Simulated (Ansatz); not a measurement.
# Li3Ni: equation of state with PBE

Crystal: Li3Ni.

```
Ni Li
1.0
    -1.90491    1.90491    3.78796
     1.90491   -1.90491    3.78796
     1.90491    1.90491   -3.78796
Ni Li
1 3
Direct
  0.00000 0.00000 0.00000
  0.50000 0.50000 0.00000
  0.25000 0.75000 0.50000
  0.75000 0.25000 0.50000
```

The cell comes from a database or a generator and needn't be the stable form of this composition.

```
Program             : Ansatz 0.2.0
Task                : equation of state
Functional          : PBE
Potentials or basis : Ansatz PAW
Cutoff              : 420 eV
Density cutoff      : 1680 eV
k mesh              : 10 × 10 × 10
Occupations         : fermi-dirac, width 0.05 eV
Spin                : collinear spin, ferromagnetic start
Starting moments    : [1.0, 0.0, 0.0, 0.0] μB
```

* Equilibrium volume: 13.84 Å³/atom
* Bulk modulus at fixed shape and positions: 33 GPa
* Pressure derivative of the bulk modulus: 3.8

Energy against volume, from the lowest point:
```tsv
volume (Å³/atom)	energy (meV/atom)
12.921	6.92
13.195	3.25
13.470	0.98
13.745	0.00
14.020	0.18
14.295	1.41
14.570	3.61
```

All runs of the series together: 72 s on 2 threads of Arm Neoverse V1, with other jobs on the host.

Caveat: the cell was scaled at fixed shape and fractional positions, which overstates the stiffness of a crystal with free parameters, most of all of layers and chains.
